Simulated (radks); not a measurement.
# Pb in [Xe] 4f14 5d8 6s2 6p2 6d2: an all-electron calculation

Aim: the levels, the sizes of the orbitals and the parts of the energy of neutral lead.

Method: Dirac Kohn-Sham, PBEsol, spin-unpolarised, spherical densities, point nucleus; open shells are shared between the two j in proportion to 2j + 1. Code: radks (a radial shooting solver on a logarithmic mesh, Libxc functionals) version 1.

**1. Starting point**

```
element       : lead (Z = 82)
charge        : 0
electrons     : 82
configuration : [Xe] 4f14 5d8 6s2 6p2 6d2
```

Outer shells as boxes (Hund's rule):

Pb
```
[Xe] core
4f [↑↓][↑↓][↑↓][↑↓][↑↓][↑↓][↑↓]
5d [↑↓][↑↓][↑↓][↑ ][↑ ]
6s [↑↓]
6p [↑ ][↑ ][  ]
6d [↑ ][↑ ][  ][  ][  ]
```

**2. The run**

Input:

```text
Z 82
configuration [Xe] 4f14 5d8 6s2 6p2 6d2 7s0 5f0 7p0 7d0
relativity Dirac
functional pbe_sol,pbe_sol
spin unpolarised
j_filling average
nucleus point
c 137.035999084
```

The run is started by

```console
> python run_ks.py task.json out
```

The same process makes all the runs of this session.

**Question.** What will this run give?

As calculated:

| quantity | value |
| --- | --- |
| total energy | -20920.8296 hartree |
| exchange-correlation share of it | 1.83 % |
| −T/E | 1.1644 |
| highest occupied level | 6d5/2, -1.120 eV |
| most extended occupied level | 6d5/2, <r> = 5.77 bohr |
| radius at density 0.001 e/bohr³ | 5.44 bohr |
| maxima of the radial density | 4 |

**Reading.** 6 principal shells are occupied and 4 maxima appear in the radial density; where shells overlap, one shows as a shoulder or not at all. −T/E is 1.164: with relativity the kinetic term as defined here no longer equals −E. This is not the tabulated ground configuration, so its levels and sizes aren't those of the ground state, and no measured value stands beside it.
